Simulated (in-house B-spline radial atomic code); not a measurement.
# Sn⁹⁺: starting-point dependence of G0W0 and RPA

G0W0 and RPA are one-shot methods. How much does the choice of start matter for Sn⁹⁺?

The numbers are computed with an in-house B-spline radial atomic code, version 1 (RPA, second order, AC-SOSEX and G0W0 (contour deformation) on a non-relativistic mean field, all electrons; no spin-orbit coupling, Breit or QED terms), except any that are marked as measured or tabulated.

**1. Starting point**

```
element       : tin (Z = 50)
charge        : +9
electrons     : 41
configuration : [Kr] 4d5
Hamiltonian   : non-relativistic, point nucleus
starts        : Hartree-Fock, PBE, CAM-B3LYP, BLYP
```

The outer shells:

Sn9+
```
[Kr] core
4d [↑ ][↑ ][↑ ][↑ ][↑ ]
```

**2. Hartree-Fock start**

Settings of the run:

```ini
Z = 50
electrons = 41.0
configuration = [Kr] 4d5
hamiltonian = nr
method = hf
lmax = 9
spin_polarised = True
box_radius = 7.11
intervals = 50
```

Launch:

```sh
> python run_gw.py task.json out
```

The settings of every run stand in task.json; they run in order.

Main fields of the result record, rounded:

```text
{
  "status": "converged",
  "energies [hartree]": {
    "mean_field": -5998.525218,
    "exx_total": -5998.525218,
    "exchange": -153.7725911,
    "rpa": -2.9504657,
    "rpa_summed": -2.9040813,
    "direct_second_order": -3.216602,
    "second_order_exchange": 0.92245073,
    "sosex": 0.87959536
  },
  "rpa_by_multipole [hartree]": [-0.528164, -1.1075, -0.519017, -0.355328, -0.183799, -0.10795, -0.053525, -0.0296663, -0.0130669, -0.00477205, -0.00113607, -0.000156769],
  "polarisability [bohr^3: independent particles, RPA]": [0.976635, 0.676257],
  "gap [hartree]": 2.873636,
  "levels [hartree]": [
    {"name": "4d up", "occ": 1, "e": -6.904955, "sx": -1.987446, "vxc": -1.987446, "sc": -0.01003186, "z": 0.9801558, "qp": -6.917443, "tail": -0.002456369},
    {"name": "4p down", "occ": 1, "e": -9.060138, "sx": -1.910433, "vxc": -1.910433, "sc": -0.03320641, "z": 0.9758235, "qp": -9.095556, "tail": -0.002211732},
    {"name": "4p up", "occ": 1, "e": -9.68837, "sx": -2.548808, "vxc": -2.548808, "sc": 0.2486892, "z": 0.880053, "qp": -9.441678, "tail": -0.001997595},
    {"name": "4s down", "occ": 1, "e": -10.76176, "sx": -2.283027, "vxc": -2.283027, "sc": 0.1667309, "z": 0.9287163, "qp": -10.59701, "tail": -0.001984403},
    {"name": "4d down", "occ": 0, "e": -5.709157, "sx": -0.7364705, "vxc": -0.7364705, "sc": -0.1211175, "z": 0.9808175, "qp": -5.83267, "tail": -0.002395222}
  ]
}
```

It took 2.6 s on 1 thread, shared host.

In the record, exx_total is the Hartree-Fock functional on the start's orbitals, rpa_summed the RPA energy up to lmax and rpa the same with the tail beyond it, gap the smallest same-spin excitation energy of the start. For a level, e is the start's value, sx and sc the exchange and correlation self-energies, vxc the start's own term, z the quasi-particle weight, and qp = e + sx − vxc + sc + tail. Deeper levels of weight under 0.85 meet poles of the self-energy and are not shown.

G0W0 moves 4d↑ down by 0.340 eV, to -188.23 eV.

The largest part of the RPA energy comes from multipole 1 (38 % of the sum).

**3. PBE start**

The settings differ from step 2 so:

```diff
@@ -4,3 +4,3 @@
 hamiltonian = nr
-method = hf
+method = pbe,pbe
 lmax = 9
```

Main fields:

```text
{
  "status": "converged",
  "energies [hartree]": {
    "mean_field": -5999.978733,
    "exx_total": -5998.502237,
    "exchange": -153.7018423,
    "rpa": -3.1673929,
    "rpa_summed": -3.1202369,
    "direct_second_order": -3.5169118,
    "second_order_exchange": 1.0014801,
    "sosex": 0.94471396
  },
  "rpa_by_multipole [hartree]": [-0.568734, -1.20275, -0.556634, -0.380559, -0.19369, -0.11285, -0.0551818, -0.0303516, -0.0133208, -0.00485202, -0.00115315, -0.000158585],
  "polarisability [bohr^3: independent particles, RPA]": [1.30278, 0.817326],
  "gap [hartree]": 2.096191,
  "levels [hartree]": [
    {"name": "4d up", "occ": 1, "e": -6.452201, "sx": -1.998424, "vxc": -1.551365, "sc": 0.00251759, "z": 0.9696192, "qp": -6.899235, "tail": -0.002491939},
    {"name": "4p down", "occ": 1, "e": -8.621306, "sx": -1.93391, "vxc": -1.499034, "sc": -0.02087092, "z": 0.9621511, "qp": -9.079286, "tail": -0.002232838},
    {"name": "4d down", "occ": 0, "e": -6.227508, "sx": -0.7856798, "vxc": -1.319224, "sc": -0.1508385, "z": 0.9697104, "qp": -5.847298, "tail": -0.002496454}
  ]
}
```

It took 2.6 s on 1 thread, shared host.

G0W0 moves 4d↑ down by 12.2 eV, to -187.74 eV.

**4. CAM-B3LYP start**

The settings differ from step 3 so:

```diff
@@ -4,3 +4,3 @@
 hamiltonian = nr
-method = pbe,pbe
+method = camb3lyp
 lmax = 9
```

Main fields:

```text
{
  "status": "converged",
  "energies [hartree]": {
    "mean_field": -6000.760504,
    "exx_total": -5998.507371,
    "exchange": -153.7148679,
    "rpa": -3.1007395,
    "rpa_summed": -3.0538149,
    "direct_second_order": -3.4191223,
    "second_order_exchange": 0.97545311,
    "sosex": 0.92394864
  },
  "rpa_by_multipole [hartree]": [-0.558842, -1.17092, -0.545197, -0.372518, -0.190756, -0.111355, -0.0546953, -0.03015, -0.0132457, -0.00482823, -0.0011479, -0.000158001],
  "polarisability [bohr^3: independent particles, RPA]": [1.1638, 0.761612],
  "gap [hartree]": 2.382371,
  "levels [hartree]": [
    {"name": "4d up", "occ": 1, "e": -6.619898, "sx": -1.99641, "vxc": -1.715179, "sc": -0.002618522, "z": 0.9740123, "qp": -6.90623, "tail": -0.002481324},
    {"name": "4p down", "occ": 1, "e": -8.798958, "sx": -1.928837, "vxc": -1.670217, "sc": -0.02661846, "z": 0.9680255, "qp": -9.086425, "tail": -0.002228064},
    {"name": "4s down", "occ": 1, "e": -10.25952, "sx": -2.2978, "vxc": -1.799329, "sc": 0.2361275, "z": 0.8759381, "qp": -10.52377, "tail": -0.001901401},
    {"name": "4d down", "occ": 0, "e": -6.065413, "sx": -0.7739183, "vxc": -1.138805, "sc": -0.1411198, "z": 0.9741956, "qp": -5.844116, "tail": -0.002469489}
  ]
}
```

Run time: 2.9 s. Hardware: 1 thread, shared host.

The 4d↑ level moves from -180.14 to -187.93 eV (weight 0.97).

**5. BLYP start**

The settings differ from step 4 so:

```diff
@@ -4,3 +4,3 @@
 hamiltonian = nr
-method = camb3lyp
+method = b88,lyp
 lmax = 9
```

Main fields:

```text
{
  "status": "converged",
  "energies [hartree]": {
    "mean_field": -6000.588908,
    "exx_total": -5998.498693,
    "exchange": -153.6985094,
    "rpa": -3.1683987,
    "rpa_summed": -3.1212714,
    "direct_second_order": -3.5183861,
    "second_order_exchange": 1.0016988,
    "sosex": 0.94486411
  },
  "rpa_by_multipole [hartree]": [-0.569919, -1.2029, -0.556668, -0.380433, -0.193616, -0.112781, -0.055148, -0.030333, -0.0133128, -0.00484915, -0.0011524, -0.000158478],
  "polarisability [bohr^3: independent particles, RPA]": [1.30864, 0.821624],
  "gap [hartree]": 2.078312,
  "levels [hartree]": [
    {"name": "4d up", "occ": 1, "e": -6.439557, "sx": -1.997699, "vxc": -1.536522, "sc": 0.003184976, "z": 0.9694007, "qp": -6.900036, "tail": -0.002486909},
    {"name": "4p down", "occ": 1, "e": -8.614538, "sx": -1.933336, "vxc": -1.489947, "sc": -0.02018808, "z": 0.9619319, "qp": -9.080343, "tail": -0.002228622},
    {"name": "4d down", "occ": 0, "e": -6.225093, "sx": -0.7840729, "vxc": -1.312337, "sc": -0.1507636, "z": 0.969664, "qp": -5.850081, "tail": -0.002488648}
  ]
}
```

Wall time 2.7 s (1 thread, shared host).

G0W0 moves 4d↑ down by 12.5 eV, to -187.76 eV.

**6. The members side by side**

```tsv
start	level	mean field (eV)	G0W0 (eV)	weight	RPA (hartree)	RPA+SOSEX (hartree)	α, direct RPA (bohr³)	time	miss (eV)
Hartree-Fock	4d↑	-187.89	-188.23	0.980	-2.95047	-2.07087	0.6763	2.6 s	+4.23
PBE	4d↑	-175.57	-187.74	0.970	-3.16739	-2.22268	0.8173	2.6 s	+3.74
CAM-B3LYP	4d↑	-180.14	-187.93	0.974	-3.10074	-2.17679	0.7616	2.9 s	+3.93
BLYP	4d↑	-175.23	-187.76	0.969	-3.16840	-2.22353	0.8216	2.7 s	+3.76
```

The miss is the G0W0 removal energy (the level with its sign changed) less the tabulated theoretical ionisation energy, 184.00 ± 2 eV. Times are single runs on a shared host.

**7. Outcome**

| quantity | value |
| --- | --- |
| highest level, mean field (range over the runs) | -187.89 to -175.23 eV |
| highest level, G0W0 (range over the runs) | -188.23 to -187.74 eV |
| RPA correlation energy | -3.168 to -2.950 hartree |
| RPA+SOSEX | -2.2235 to -2.0709 hartree |
| tabulated theoretical ionisation energy (4d shell) | 184.00 ± 2 eV (NIST Atomic Spectra Database, ionization energies) |
| G0W0 removal energy less that value | +3.74 to +4.23 eV |

In words: The starts spread the highest level over 12.7 eV; after G0W0 0.50 eV remain, 3.9 % of that. On the semilocal starts the correction is downwards, 12 to 13 eV, since their self-interaction lifts occupied levels. The RPA energy is largest in size on BLYP and smallest on Hartree-Fock, 6.9 % apart; over the runs it loosely follows the gap of the start, as smaller excitation energies give more correlation. The tabulated theoretical ionisation energy is 184.00 ± 2 eV. G0W0 is off by about +3.84 eV (+2.1 %) in every run shown, whatever the start. Relativity is left out, and for this shell its effect can be as large as the miss, so the comparison tests the Hamiltonian as much as the method. Read as a removal energy, the bare PBE level is off by -8.43 eV (-4.6 %) and the nearest bare level, CAM-B3LYP's, by -3.86 eV. For so heavy an element the non-relativistic levels are a model, not the real atom's.
